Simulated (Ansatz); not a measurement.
# GeH4O2SeSi: rotation by 180° about the O1–Ge2 bond

Wanted: the energy profile along the rotation by 180° about the O1–Ge2 bond, from relaxed end points and a band of images. SMILES of the start: [OH][Ge]1([OH])[SiH2][Se]1.

Program: Ansatz 0.2.0. Level of theory: RKS PBE/def2-SVP. These are calculated values, not measurements.

## Step 1: The system as given

Bond lengths: O1–Ge2 1.764 Å, Ge2–O3 1.764 Å, Ge2–Si4 2.216 Å, Ge2–Se5 2.390 Å, Si4–Se5 2.254 Å, O1–H6 1.059 Å, O3–H7 0.966 Å, Si4–H8 1.462 Å, Si4–H9 1.550 Å. Angles (14 of 15 angles, heavy atoms first): O1–Ge2–O3 116.3°, O1–Ge2–Si4 121.4°, O1–Ge2–Se5 115.9°, O3–Ge2–Si4 118.1°, O3–Ge2–Se5 112.8°, Si4–Ge2–Se5 58.5°, Ge2–Si4–Se5 64.6°, Ge2–Se5–Si4 56.9°, Ge2–O1–H6 104.0°, Ge2–O3–H7 108.5°, Ge2–Si4–H8 115.5°, Ge2–Si4–H9 113.6°, Se5–Si4–H8 114.1°, Se5–Si4–H9 113.9°.

Structure file:

```xyz
9

O     0.8007    1.7654    1.1748
Ge    0.6847    0.3258    0.1616
O     2.1674   -0.6067   -0.0443
Si   -1.2489   -0.7062   -0.1627
Se   -0.5422    0.5798   -1.8742
H    -0.1676    2.1915    1.1250
H     1.9786   -1.3612   -0.6170
H    -1.1610   -2.1427   -0.4206
H    -2.4233   -0.0920    0.6403
```

## Step 2: Relaxing end A

File input.yaml:

```yaml
crystal:
  periodic: [false, false, false]
  atoms:
    - { symbol: O, position_ang: [0.8007, 1.7654, 1.1748] }
    - { symbol: Ge, position_ang: [0.6847, 0.3258, 0.1616] }
    - { symbol: O, position_ang: [2.1674, -0.6067, -0.0443] }
    - { symbol: Si, position_ang: [-1.2489, -0.7062, -0.1627] }
    - { symbol: Se, position_ang: [-0.5422, 0.5798, -1.8742] }
    - { symbol: H, position_ang: [-0.1676, 2.1915, 1.125] }
    - { symbol: H, position_ang: [1.9786, -1.3612, -0.617] }
    - { symbol: H, position_ang: [-1.161, -2.1427, -0.4206] }
    - { symbol: H, position_ang: [-2.4233, -0.092, 0.6403] }
basis:
  gaussian: { orbitals: def2-SVP }
hamiltonian:
  xc: pbe
relax:
  f_tol: 0.015
  max_steps: 40
```

Command:

```sh
ansatz run input.yaml --threads 2 --pin off --max-ram 3072MiB --backend cpu --events-out ev --progress --plain --runs-dir out
```

Standard output, shortened:

```text
Warning: RAYON_NUM_THREADS=2 ignored (pool sized by the plan → 2); use --threads N
[...]
Functional definition: PBE
[...]
1411 factors; their error is unknown
[...]
mean field -133858.59742463 eV, -4919.2127227389 hartree, gradient 2.2e-5 eV, S^2 0.000000; 0 other end points of the search recorded, 0 dependent functions left out
[...]
reference -133858.59745769 eV, -4919.2127239541 hartree; 50, 50 occupied and 80, 80 virtual orbitals, 1411 factors
relax step   1: F+E_penalty+E_count = -133858.59742463 eV  Δ(F+E_penalty+E_count) = +0.000e0 eV  max|allowed force component| = 2.728e0 eV/Å  Δτ_max = 0.0000 Å  (30 SCF iters, accepted)
[...]
relax step   7: F+E_penalty+E_count = -133859.22864846 eV  Δ(F+E_penalty+E_count) = -3.102e-4 eV  max|allowed force component| = 2.076e-2 eV/Å  Δτ_max = 0.0157 Å  (31 SCF iters, accepted)
[...]
relax step   8: F+E_penalty+E_count = -133859.22873368 eV  Δ(F+E_penalty+E_count) = -8.521e-5 eV  max|allowed force component| = 9.645e-3 eV/Å  Δτ_max = 0.0155 Å  (29 SCF iters, accepted)
1411 factors; their error is unknown
mean field -133859.22873368 eV, -4919.2359229185 hartree, gradient 2.0e-5 eV, S^2 0.000000; 1 other end points of the search recorded, 0 dependent functions left out
[...]
reference -133859.22876759 eV, -4919.2359241649 hartree; 50, 50 occupied and 80, 80 virtual orbitals, 1411 factors
Total energy: -133859.22876759 eV, -4919.2359241649 hartree
Atom 0 at     0.952074     1.711687     1.178588 Å, force    -0.000507     0.009645    -0.002975 eV/Å
Atom 1 at     0.615008     0.278945     0.167318 Å, force    -0.005781    -0.006840    -0.008905 eV/Å
Atom 2 at     2.264538    -0.391924     0.014311 Å, force    -0.001972    -0.008322     0.004862 eV/Å
Atom 3 at    -1.423913    -0.798664    -0.171769 Å, force     0.005371    -0.008755     0.005148 eV/Å
Atom 4 at    -0.707429     0.681074    -1.834432 Å, force     0.003750     0.006281     0.001734 eV/Å
Atom 5 at     0.280354     2.398441     1.002405 Å, force    -0.000262    -0.001129     0.000780 eV/Å
Atom 6 at     2.236266    -1.265183    -0.421598 Å, force     0.000861     0.005291    -0.000227 eV/Å
Atom 7 at    -1.473853    -2.254044    -0.550271 Å, force    -0.002355     0.003629    -0.002670 eV/Å
Atom 8 at    -2.654645    -0.406634     0.598348 Å, force     0.000896     0.000202     0.002252 eV/Å
Dipole moment:    -0.319584    -0.283868     0.051307 e Å
```

Run time: 29 s. Hardware: 2 threads of Arm Neoverse V1, shared host; peak memory 0.19 GiB.

The steps of the relaxation:

```
step  energy from step 1 (eV)  largest force component (eV/Å)
   1                   0.0000                          2.7278
   2                  -0.4934                          1.2146
   3                  -0.5727                          0.9156
   4                  -0.6166                          0.1411
   5                  -0.6287                          0.1626
   6                  -0.6309                          0.0287
   7                  -0.6312                          0.0208
   8                  -0.6313                          0.0096
```

Step 1 is the start.

After: Bond lengths: O1–Ge2 1.786 Å, Ge2–O3 1.787 Å, Ge2–Si4 2.331 Å, Ge2–Se5 2.433 Å, Si4–Se5 2.338 Å, O1–H6 0.977 Å, O3–H7 0.976 Å, Si4–H8 1.505 Å, Si4–H9 1.504 Å. Angles (14 of 15 angles, heavy atoms first): O1–Ge2–O3 100.1°, O1–Ge2–Si4 128.2°, O1–Ge2–Se5 115.8°, O3–Ge2–Si4 128.4°, O3–Ge2–Se5 119.6°, Si4–Ge2–Se5 58.7°, Ge2–Si4–Se5 62.8°, Ge2–Se5–Si4 58.5°, Ge2–O1–H6 109.4°, Ge2–O3–H7 110.3°, Ge2–Si4–H8 120.9°, Ge2–Si4–H9 121.4°, Se5–Si4–H8 116.3°, Se5–Si4–H9 116.7°.

## Step 3: End point B

The second end starts from a geometry with the move made by hand.

File input.yaml:

```yaml
crystal:
  periodic: [false, false, false]
  atoms:
    - { symbol: O, position_ang: [0.8007, 1.7654, 1.1748] }
    - { symbol: Ge, position_ang: [0.6847, 0.3258, 0.1616] }
    - { symbol: O, position_ang: [-0.90079, -0.01739, -0.53034] }
    - { symbol: Si, position_ang: [2.46635, -0.52796, -0.84131] }
    - { symbol: Se, position_ang: [1.7745, -1.62968, 0.99989] }
    - { symbol: H, position_ang: [-0.1676, 2.1915, 1.125] }
    - { symbol: H, position_ang: [-0.83784, -0.82469, -1.05685] }
    - { symbol: H, position_ang: [2.20559, -1.23674, -2.09327] }
    - { symbol: H, position_ang: [3.75715, 0.30237, -0.62764] }
basis:
  gaussian: { orbitals: def2-SVP }
hamiltonian:
  xc: pbe
relax:
  f_tol: 0.015
  max_steps: 40
output:
  orbitals: {}
```

Command:

```sh
ansatz run input.yaml --threads 2 --pin off --max-ram 3072MiB --backend cpu --events-out ev --progress --plain --runs-dir out
```

Standard output, shortened:

```text
Warning: RAYON_NUM_THREADS=2 ignored (pool sized by the plan → 2); use --threads N
[...]
[... 1 set-up line as earlier in the session ...]
[...]
1411 factors; their error is unknown
[...]
mean field -133858.65414372 eV, -4919.2148071270 hartree, gradient 3.2e-5 eV, S^2 0.000000; 0 other end points of the search recorded, 0 dependent functions left out
[...]
reference -133858.65417772 eV, -4919.2148083765 hartree; 50, 50 occupied and 80, 80 virtual orbitals, 1411 factors
relax step   1: F+E_penalty+E_count = -133858.65414372 eV  Δ(F+E_penalty+E_count) = +0.000e0 eV  max|allowed force component| = 3.345e0 eV/Å  Δτ_max = 0.0000 Å  (29 SCF iters, accepted)
[...]
relax step   4: F+E_penalty+E_count = -133859.23602595 eV  Δ(F+E_penalty+E_count) = -1.976e-2 eV  max|allowed force component| = 5.243e-1 eV/Å  Δτ_max = 0.0768 Å  (30 SCF iters, accepted)
[...]
Total energy: -133859.26418425 eV, -4919.2372257031 hartree
Atom 0 at     0.648905     1.884528     0.933002 Å, force    -0.003094     0.001967    -0.000923 eV/Å
Atom 1 at     0.684794     0.372881    -0.017677 Å, force    -0.004978    -0.005798     0.005520 eV/Å
Atom 2 at    -1.026943     0.155050    -0.524825 Å, force     0.003719     0.007900    -0.001860 eV/Å
Atom 3 at     2.642269    -0.524659    -0.871983 Å, force     0.005194    -0.002136    -0.002815 eV/Å
Atom 4 at     1.680799    -1.634518     0.943463 Å, force    -0.000620    -0.000017    -0.001654 eV/Å
Atom 5 at    -0.234977     1.979624     1.341473 Å, force     0.001612    -0.000784    -0.000499 eV/Å
Atom 6 at    -1.207519    -0.794695    -0.667835 Å, force     0.002757    -0.002613     0.001197 eV/Å
Atom 7 at     2.635044    -1.245064    -2.191460 Å, force    -0.001536    -0.000673     0.001421 eV/Å
Atom 8 at     3.960389     0.155464    -0.632278 Å, force    -0.003053     0.002154    -0.000387 eV/Å
Dipole moment:    -0.133855    -0.100786    -0.206156 e Å
```

Wall time 41 s (2 threads of Arm Neoverse V1, shared host); peak memory 0.19 GiB.

Relaxation path:

```
step  energy from step 1 (eV)  largest force component (eV/Å)
   1                   0.0000                          3.3448
   2                  -0.4930                          1.3075
   3                  -0.5621                          0.4940
   4                  -0.5819                          0.5243
   5                  -0.5826                          0.8729
   6                  -0.5883                          0.8299
  7x                  -0.4356                          2.3809
   8                  -0.6063                          0.0696
   9                  -0.6072                          0.0991
  10                  -0.6081                          0.2878
  11                  -0.6099                          0.0194
  12                  -0.6100                          0.0079
```

Step 1 is the start. 1 step was tried and not accepted (marked x).

After: Bond lengths: O1–Ge2 1.786 Å, Ge2–O3 1.799 Å, Ge2–Si4 2.317 Å, Ge2–Se5 2.438 Å, Si4–Se5 2.335 Å, O1–H6 0.978 Å, O3–H7 0.977 Å, Si4–H8 1.503 Å, Si4–H9 1.502 Å. Angles (14 of 15 angles, heavy atoms first): O1–Ge2–O3 103.5°, O1–Ge2–Si4 122.8°, O1–Ge2–Se5 119.7°, O3–Ge2–Si4 130.8°, O3–Ge2–Se5 113.6°, Si4–Ge2–Se5 58.8°, Ge2–Si4–Se5 63.2°, Ge2–Se5–Si4 58.0°, Ge2–O1–H6 108.8°, Ge2–O3–H7 109.6°, Ge2–Si4–H8 120.3°, Ge2–Si4–H9 120.5°, Se5–Si4–H8 116.9°, Se5–Si4–H9 116.9°.

## Step 4: The band

crystal.atoms is end A as relaxed above, and neb.final_atoms is end B, turned to lie on A. With 7 inner images the band has 9 in all.

File input.yaml:

```yaml
crystal:
  periodic: [false, false, false]
  atoms:
    - { symbol: O, position_ang: [0.952074, 1.711687, 1.178588] }
    - { symbol: Ge, position_ang: [0.615008, 0.278945, 0.167318] }
    - { symbol: O, position_ang: [2.264538, -0.391924, 0.014311] }
    - { symbol: Si, position_ang: [-1.423913, -0.798664, -0.171769] }
    - { symbol: Se, position_ang: [-0.707429, 0.681074, -1.834432] }
    - { symbol: H, position_ang: [0.280354, 2.398441, 1.002405] }
    - { symbol: H, position_ang: [2.236266, -1.265183, -0.421598] }
    - { symbol: H, position_ang: [-1.473853, -2.254044, -0.550271] }
    - { symbol: H, position_ang: [-2.654645, -0.406634, 0.598348] }
basis:
  gaussian: { orbitals: def2-SVP }
hamiltonian:
  xc: pbe
neb:
  order_check: false
  images: 7
  f_tol: 0.03
  max_iterations: 60
  initial_path: idpp
  final_atoms:
    - { symbol: O, position_ang: [0.47220432, 1.7534955, 1.24225597] }
    - { symbol: Ge, position_ang: [0.4170158, 0.28695605, 0.22423263] }
    - { symbol: O, position_ang: [2.13431364, -0.24337198, 0.15840493] }
    - { symbol: Si, position_ang: [-1.54287034, -0.87493302, -0.19527333] }
    - { symbol: Se, position_ang: [-0.66191283, 0.37379107, -1.96067915] }
    - { symbol: H, position_ang: [1.3475263, 2.17772766, 1.13748147] }
    - { symbol: H, position_ang: [2.2907542, -0.74415461, -0.66610598] }
    - { symbol: H, position_ang: [-1.52225361, -2.37085794, -0.3430526] }
    - { symbol: H, position_ang: [-2.84637746, -0.40495473, 0.38563606] }
```

Command:

```sh
ansatz run input.yaml --threads 2 --pin off --max-ram 3072MiB --backend cpu --events-out ev --progress --plain --runs-dir out
```

Standard output, shortened:

```text
Warning: RAYON_NUM_THREADS=2 ignored (pool sized by the plan → 2); use --threads N
[...]
[... 1 set-up line as earlier in the session ...]
[...]
1411 factors; their error is unknown
[...]
mean field -133859.22875347 eV, -4919.2359236458 hartree, gradient 1.8e-5 eV, S^2 0.000000; 0 other end points of the search recorded, 0 dependent functions left out
[...]
reference -133859.22878778 eV, -4919.2359249067 hartree; 50, 50 occupied and 80, 80 virtual orbitals, 1411 factors
1411 factors; their error is unknown
[...]
mean field -133859.26413126 eV, -4919.2372237558 hartree, gradient 3.4e-5 eV, S^2 0.000000; 0 other end points of the search recorded, 0 dependent functions left out
[...]
reference -133859.26416580 eV, -4919.2372250250 hartree; 50, 50 occupied and 80, 80 virtual orbitals, 1411 factors
NEB end point (image 0): max|allowed force component| = 9.526e-3 eV/Å (the criterion of neb.relax_end_points is 1.000e-2)
[...]
Total energy: -133859.21282387 eV, -4919.2353382441 hartree
Atom 0 at     0.733114     1.663701     1.320412 Å, force    -0.006141     0.017333    -0.011513 eV/Å
Atom 1 at     0.549032     0.278202     0.205257 Å, force     0.022773     0.001157     0.007723 eV/Å
Atom 2 at     2.239084    -0.255979    -0.069741 Å, force    -0.009643    -0.001535    -0.003540 eV/Å
Atom 3 at    -1.426126    -0.905149    -0.093922 Å, force    -0.007838    -0.007951     0.006180 eV/Å
Atom 4 at    -0.850178     0.646533    -1.746550 Å, force    -0.002952     0.001813    -0.008920 eV/Å
Atom 5 at     0.629086     2.497392     0.821587 Å, force     0.003967    -0.013478     0.012148 eV/Å
Atom 6 at     2.256903    -1.020453    -0.678165 Å, force     0.001849     0.001816     0.001630 eV/Å
Atom 7 at    -1.398479    -2.350276    -0.507528 Å, force    -0.000040    -0.000009    -0.003256 eV/Å
Atom 8 at    -2.644036    -0.600272     0.731550 Å, force    -0.001975     0.000855    -0.000451 eV/Å
Dipole moment:    -0.136461    -0.229201    -0.100052 e Å
this run last wrote the band of iteration 9 to <dir>
```

It took 3.3 min on 2 threads of Arm Neoverse V1, shared host; peak memory 0.19 GiB.

## Step 5: Images and barrier

Images 0 and 8 are the ends. Energies count from image 0; the path length is the program's own measure over all atoms.

```
image  path (Å)  energy (eV)  dihedral H6–O1–Ge2–Se5 (°)  band force (eV/Å)
    0     0.000       0.0000                          23                  -
    1     0.208       0.0040                           6              0.025
    2     0.415       0.0122                         -11              0.025
   3*     0.623       0.0160                         -28              0.023
    4     0.845       0.0105                         -45              0.009
    5     1.068      -0.0025                         -60              0.009
    6     1.290      -0.0178                         -74              0.013
    7     1.513      -0.0303                         -87              0.007
    8     1.735      -0.0354                         -99                  -
```

The star marks the climbing image.

image, energy (eV) and a bar:
```
        0      0.000 #####################
        1      0.004 #######################
        2      0.012 ############################
        3      0.016 ##############################
        4      0.010 ###########################
        5     -0.002 ###################
        6     -0.018 ##########
        7     -0.030 ###
        8     -0.035
```

The top of the band by iteration:

```
iteration  highest image above image 0 (eV)  largest band force (eV/Å)
        1                            0.0819                      0.749
        2                            0.0424                      0.569
        3                            0.0307                      0.358
        4                            0.0223                      0.208
        5                            0.0171                      0.107
        6                            0.0163                      0.054
        7                            0.0162                      0.040
        8                            0.0161                      0.049
        9                            0.0160                      0.025
```

The band as a trajectory file:

```xyz
9
image=0 dE=0.0000
O     0.952    1.712    1.179
Ge    0.615    0.279    0.167
O     2.265   -0.392    0.014
Si   -1.424   -0.799   -0.172
Se   -0.707    0.681   -1.834
H     0.280    2.398    1.002
H     2.236   -1.265   -0.422
H    -1.474   -2.254   -0.550
H    -2.655   -0.407    0.598
9
image=1 dE=0.0040
O     0.901    1.691    1.234
Ge    0.598    0.276    0.186
O     2.257   -0.366   -0.008
Si   -1.424   -0.831   -0.144
Se   -0.764    0.706   -1.780
H     0.380    2.447    0.899
H     2.240   -1.209   -0.501
H    -1.451   -2.276   -0.562
H    -2.647   -0.485    0.659
9
image=2 dE=0.0122
O     0.826    1.672    1.287
Ge    0.575    0.275    0.201
O     2.248   -0.318   -0.036
Si   -1.427   -0.868   -0.117
Se   -0.805    0.683   -1.756
H     0.500    2.480    0.845
H     2.248   -1.117   -0.598
H    -1.429   -2.311   -0.539
H    -2.649   -0.542    0.696
9
image=3 dE=0.0160
O     0.733    1.664    1.320
Ge    0.549    0.278    0.205
O     2.239   -0.256   -0.070
Si   -1.426   -0.905   -0.094
Se   -0.850    0.647   -1.747
H     0.629    2.497    0.822
H     2.257   -1.020   -0.678
H    -1.398   -2.350   -0.508
H    -2.644   -0.600    0.732
9
image=4 dE=0.0105
O     0.638    1.668    1.329
Ge    0.520    0.286    0.202
O     2.226   -0.186   -0.096
Si   -1.426   -0.945   -0.072
Se   -0.893    0.589   -1.753
H     0.763    2.497    0.828
H     2.265   -0.905   -0.757
H    -1.362   -2.397   -0.458
H    -2.643   -0.655    0.759
9
image=5 dE=-0.0025
O     0.559    1.687    1.316
Ge    0.490    0.298    0.196
O     2.209   -0.114   -0.126
Si   -1.425   -0.984   -0.047
Se   -0.936    0.523   -1.764
H     0.893    2.479    0.851
H     2.266   -0.787   -0.832
H    -1.323   -2.442   -0.398
H    -2.643   -0.706    0.786
9
image=6 dE=-0.0178
O     0.503    1.714    1.290
Ge    0.460    0.311    0.187
O     2.187   -0.048   -0.157
Si   -1.424   -1.020   -0.021
Se   -0.978    0.454   -1.775
H     1.017    2.442    0.888
H     2.255   -0.665   -0.912
H    -1.287   -2.484   -0.331
H    -2.645   -0.750    0.813
9
image=7 dE=-0.0303
O     0.468    1.743    1.259
Ge    0.432    0.324    0.176
O     2.163    0.006   -0.188
Si   -1.424   -1.050    0.006
Se   -1.014    0.388   -1.786
H     1.132    2.386    0.937
H     2.236   -0.540   -0.996
H    -1.256   -2.520   -0.260
H    -2.648   -0.784    0.836
9
image=8 dE=-0.0354
O     0.527    1.725    1.261
Ge    0.425    0.303    0.184
O     2.147   -0.108   -0.132
Si   -1.500   -0.967   -0.036
Se   -0.938    0.412   -1.835
H     1.353    2.211    1.065
H     2.222   -0.561   -0.994
H    -1.409   -2.451   -0.262
H    -2.740   -0.610    0.733
```

## Step 6: Vibrations at the top

The geometry is the highest inner image of the first converged band.

File input.yaml:

```yaml
crystal:
  periodic: [false, false, false]
  atoms:
    - { symbol: O, position_ang: [0.733114, 1.663701, 1.320412] }
    - { symbol: Ge, position_ang: [0.549032, 0.278202, 0.205257] }
    - { symbol: O, position_ang: [2.239084, -0.255979, -0.069741] }
    - { symbol: Si, position_ang: [-1.426126, -0.905149, -0.093922] }
    - { symbol: Se, position_ang: [-0.850178, 0.646533, -1.74655] }
    - { symbol: H, position_ang: [0.629086, 2.497392, 0.821587] }
    - { symbol: H, position_ang: [2.256903, -1.020453, -0.678165] }
    - { symbol: H, position_ang: [-1.398479, -2.350276, -0.507528] }
    - { symbol: H, position_ang: [-2.644036, -0.600272, 0.73155] }
basis:
  gaussian: { orbitals: def2-SVP }
hamiltonian:
  xc: pbe
phonons: {}
```

Command:

```sh
ansatz run input.yaml --threads 2 --pin off --max-ram 3072MiB --backend cpu --events-out ev --progress --plain --runs-dir out
```

Standard output, shortened:

```text
Warning: RAYON_NUM_THREADS=2 ignored (pool sized by the plan → 2); use --threads N
[...]
[... 1 set-up line as earlier in the session ...]
[...]
1411 factors; their error is unknown
[...]
mean field -133859.21278842 eV, -4919.2353369412 hartree, gradient 1.0e-5 eV, S^2 0.000000; 0 other end points of the search recorded, 0 dependent functions left out
[...]
reference -133859.21282282 eV, -4919.2353382055 hartree; 50, 50 occupied and 80, 80 virtual orbitals, 1411 factors
[...]
1411 factors; their error is unknown
mean field -133859.21276656 eV, -4919.2353361379 hartree, gradient 7.5e-7 eV, S^2 0.000000; 0 other end points of the search recorded, 0 dependent functions left out
[...]
reference -133859.21280097 eV, -4919.2353374022 hartree; 50, 50 occupied and 80, 80 virtual orbitals, 1411 factors
[...]
1411 factors; their error is unknown
mean field -133859.21279686 eV, -4919.2353372513 hartree, gradient 7.5e-7 eV, S^2 0.000000; 0 other end points of the search recorded, 0 dependent functions left out
[...]
WARN: phonons: modes at or below zero, which the zero-point energy, F, S and C_V leave out: 1, the lowest at -158.75 cm⁻¹. A minimum has none, and a first-order saddle one
[...]
Total energy: -133859.21282282 eV, -4919.2353382055 hartree
Atom 0 at     0.733114     1.663701     1.320412 Å, force    -0.006040     0.017469    -0.011384 eV/Å
Atom 1 at     0.549032     0.278202     0.205257 Å, force     0.022891     0.001136     0.007685 eV/Å
Atom 2 at     2.239084    -0.255979    -0.069741 Å, force    -0.009721    -0.001510    -0.003366 eV/Å
Atom 3 at    -1.426126    -0.905149    -0.093922 Å, force    -0.007768    -0.008019     0.006147 eV/Å
Atom 4 at    -0.850178     0.646533    -1.746550 Å, force    -0.003160     0.001919    -0.009144 eV/Å
Atom 5 at     0.629086     2.497392     0.821587 Å, force     0.003966    -0.013638     0.012107 eV/Å
Atom 6 at     2.256903    -1.020453    -0.678165 Å, force     0.001828     0.001808     0.001616 eV/Å
Atom 7 at    -1.398479    -2.350276    -0.507528 Å, force    -0.000040    -0.000038    -0.003238 eV/Å
Atom 8 at    -2.644036    -0.600272     0.731550 Å, force    -0.001957     0.000872    -0.000424 eV/Å
Dipole moment:    -0.136467    -0.229202    -0.100055 e Å
Vibrations: -158.75 126.99 132.44 157.79 189.19 236.80 250.12 322.54 416.91 433.35 539.08 614.14 677.70 691.11 882.42 895.42 904.16 2150.95 2173.42 3708.29 3711.99 cm⁻¹, zero-point energy 1.191167 eV
```

Wall time 99 s (2 threads of Arm Neoverse V1, shared host); peak memory 0.2 GiB.

Of 21 modes, 1 is imaginary by more than 30 cm⁻¹ (159i cm⁻¹).

## Step 7: What came out

| quantity | value |
| --- | --- |
| end A | 7 moves, 0.631 eV lower |
| end B | 10 moves, 0.610 eV lower |
| barrier forwards | 0.016 eV |
| barrier backwards | 0.051 eV |
| second end relative to first | -0.035 eV |
| highest image | 3 of 0 to 8, climbing |
| band iterations | 9 |
| imaginary modes at the top | 159i cm⁻¹ |

In words: The barrier from the first end is 0.016 eV, 0.6 times kT at 300 K. Going back costs 0.051 eV, since the second end is 0.035 eV below the first. The listed dihedral goes from 23° at end A through -28° at the highest image to -99° at end B; the relaxed ends differ by 121° in it rather than the 180° set up, and other torsions can move along the band as well. One imaginary mode, as a first-order saddle point has. Zero-point energy and entropy are left out.
